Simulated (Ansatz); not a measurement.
**WB+ (triplet): from Hartree-Fock to the top rungs, def2-QZVPP**

The task here is to estimate one member of a computed series from the others.

Computed with Ansatz 0.2.0, Gaussian basis. Level: def2-QZVPP, core rule «outside noble gas», up to 5 orbitals frozen.

Plan: UHF; ROHF; CCSD(T) on UHF.

2 further runs of the same task are left out: 2 set aside as unsound or not needed.

## The geometry

The geometry is a PBE0/def2-TZVP stationary point (not a proven minimum). No spin-orbit coupling is included. Elements past krypton take def2 core potentials.

2 atoms, charge 1, spin multiplicity 3.

Atoms are counted from 1 here; the program's logs count them from 0.

Bond lengths: W1–B2 1.969 Å.

The first run:

The input, in.yaml:

```yaml
crystal:
  periodic: [false, false, false]
  atoms:
    - {symbol: W, position_ang: [0.000000, 0.000000, 0.000000]}
    - {symbol: B, position_ang: [0.000000, 0.000000, 1.969000]}
basis:
  gaussian: {orbitals: "def2-QZVPP.json"}
total_charge: 1
magnetization: {spin_polarized: true, initial_magnetization: 2}
hamiltonian: {xc: hf}
output: {orbitals: {seedname: orbitals}}
```

Launch:

```console
$ ansatz run in.yaml --threads 1 --pin off --events-out ev --progress --plain --max-ram 4096MiB --backend cpu
```

Steps of the session up to this table: UHF; ROHF; CCSD(T) on UHF.

One table of the session follows, with a row left open; its other results are not shown here.

It belongs to the step «Misses and costs». 

```
  method  from UCCSD(T) (kcal/mol)
    ROHF                   +166.64
     UHF                         ?
    UMP2                    +28.43
   UCCSD                     +8.42
UCCSD(T)                         0
```

Estimate the missing values for UHF.

As computed: from UCCSD(T) (kcal/mol): +126.17. In the column «from UCCSD(T) (kcal/mol)» it lies between UMP2 (+28.43) and ROHF (+166.64).

Caveats from the session: The determinant is far from a pure spin state, so its energy mixes those of several spin states (harmless only where they are near-degenerate, as at dissociation). Warnings: spin contamination; coupled cluster took another determinant than the lowest.
